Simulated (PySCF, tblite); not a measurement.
**C₇H₁₃OP: geometry, infrared bands and NMR shifts**

Aim: predict the infrared bands and NMR shifts of C₇H₁₃OP (`O=[P@H](C1CCC1)C1CC1`).

Programs: tblite 0.8.0 and PySCF 2.14.0, with density-fitted response routines of our own. Each step states its level of theory. These are calculated values for one molecule in the gas phase, unless marked as measured. Atoms are numbered from 0 throughout.

### 1 Starting geometry

22 atoms, charge 0, multiplicity 1; geometry from: force field or distance geometry start.

Bonds of the start (Å): O0–P1 1.54, P1–C2 1.75, C2–C3 1.52, C3–C4 1.53, C4–C5 1.52, P1–C6 1.80, C6–C7 1.52, C7–C8 1.50, C5–C2 1.54, C8–C6 1.52, P1–H9 1.42, C2–H10 1.12, C3–H11 1.11, C3–H12 1.10, C4–H13 1.10, C4–H14 1.10, C5–H15 1.11, C5–H16 1.11, C6–H17 1.10, C7–H18 1.11, C7–H19 1.10, C8–H20 1.11, C8–H21 1.10.

### 2 Relaxing the molecule with GFN2-xTB

Job settings and geometry (Å):

```
{"job": {"kind": "relax", "xc": "GFN2-xTB", "basis": "xTB"}, "charge": 0, "multiplicity": 1}
O      1.230900    -1.328600     1.645900
P      0.639100    -0.141800     0.870200
C     -1.110100    -0.265700     0.816600
C     -1.765200    -0.797300    -0.447900
C     -2.957500     0.053900    -0.016900
C     -1.900200     1.014900     0.504400
C      1.480700    -0.022900    -0.711800
C      2.837200    -0.719000    -0.722400
C      2.773200     0.774500    -0.643900
H      0.977800     1.025500     1.607400
H     -1.586000    -0.739500     1.708300
H     -1.986800    -1.884100    -0.448300
H     -1.379600    -0.387900    -1.387900
H     -3.481600    -0.379500     0.843200
H     -3.575500     0.443600    -0.842900
H     -2.193500     1.596500     1.403600
H     -1.395500     1.576900    -0.307200
H      0.915200    -0.002300    -1.650300
H      3.147200    -1.257100     0.200800
H      3.228900    -1.101900    -1.678700
H      3.009700     1.180800     0.364400
H      3.081300     1.380400    -1.508400
```

Run with:

```sh
$ OMP_NUM_THREADS=1 python probes_run.py task.json out
```

One launch serves the whole session: the jobs run in the order shown.

**Question.** This job is followed by: GFN2-xTB harmonic vibrations, gas phase; GIAO PBE0/pcSseg-1 NMR shielding, non-relativistic, gas phase. Predict these results of the whole session: strongest single infrared mode (GFN2-xTB); zero-point energy (GFN2-xTB); 13C shifts against TMS (PBE0/pcSseg-1); 1H shifts against TMS (PBE0/pcSseg-1); 17O shifts against H2O (PBE0/pcSseg-1); 31P shifts against H3PO4 (PBE0/pcSseg-1).

As calculated:

```
                                 quantity                                                                             value
strongest single infrared mode (GFN2-xTB)                                                             2231 cm⁻¹, 265 km/mol
             zero-point energy (GFN2-xTB)                                                                    115.9 kcal/mol
   13C shifts against TMS (PBE0/pcSseg-1)                                         34.5, 20.1, 19.6, 18.8, 3.5, 2.5, 0.8 ppm
    1H shifts against TMS (PBE0/pcSseg-1)  7.11, 2.66, 2.46, 2.39, 2.30, 2.14, 2.09, 1.56, 1.26, 0.86, 0.76, 0.69, 0.63 ppm
   17O shifts against H2O (PBE0/pcSseg-1)                                                                          57.4 ppm
 31P shifts against H3PO4 (PBE0/pcSseg-1)                                                                           2.5 ppm
```

What this shows: The optimisation took 121 steps and gained 1.183 eV; among the close pairs (by a distance rule), P1–C2 changed most, from 1.754 to 1.831 Å. All 60 modes are real, so the xTB geometry is a minimum. The strongest single mode, at 2231 cm⁻¹, moves mainly H9. Unscaled tight-binding wavenumbers are off by several per cent, some by more. Its intensities can rank the bands wrongly. At PBE0/pcSseg-1: The largest span, 252 ppm, is at P1, where the paramagnetic term is -649 ppm.
